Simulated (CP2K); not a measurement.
NbTe:

```
Nb Te
1.0
     3.42570    0.00000    0.00000
     0.00000    3.42570    0.00000
     0.00000    0.00000    3.42570
Nb Te
1 1
Cartesian
  1.7128 1.7128 1.7128
  0.0000 0.0000 0.0000
```

The cell was built by a generator and needn't be a form met in nature.

Program: CP2K 2026.2. Alike in all runs: task band structure; no spin polarisation; cell as given; k mesh 8 × 8 × 8.

Problem. Order these runs on this cell by their pressure, lowest first.
A. level LDA; potentials or basis GTH_POTENTIALS Nb GTH-PADE-q13, Te GTH-PADE-q6; TZVP-MOLOPT-PBE-GTH basis; smearing fermi-dirac 0.0259 eV; EPS_DEFAULT 1.0E-9; NGRIDS 4; points a segment of the path (NPOINTS) 8; bands added on the path 6; CUTOFF of the grids 450 Ry
B. level PBEsol; potentials or basis POTENTIAL_UZH Nb GTH-PBE-q13, Te GTH-PBE-q6; TZVP-MOLOPT-PBE-GTH basis; smearing fermi-dirac 0.05 eV; EPS_DEFAULT 1.0E-10; NGRIDS 5; points a segment of the path (NPOINTS) 10; bands added on the path 4; CUTOFF of the grids 450 Ry
C. level r2SCAN; potentials or basis POTENTIAL_UZH Nb GTH-SCAN-q13, Te GTH-SCAN-q6; TZVP-MOLOPT-SCAN-GTH basis; smearing fermi-dirac 0.0259 eV; EPS_DEFAULT 1.0E-9; NGRIDS 4; points a segment of the path (NPOINTS) 10; bands added on the path 6; CUTOFF of the grids 675 Ry

Solution. A (-6.3 GPa), B (-1.2 GPa), C (1.0 GPa).

Caveats: the basis of atomic orbitals isn't converged, which shifts pressures, moduli and gaps; the potentials were made for another functional, which shifts forces and pressure (some runs).

Runs at the PBE level aren't shown here.
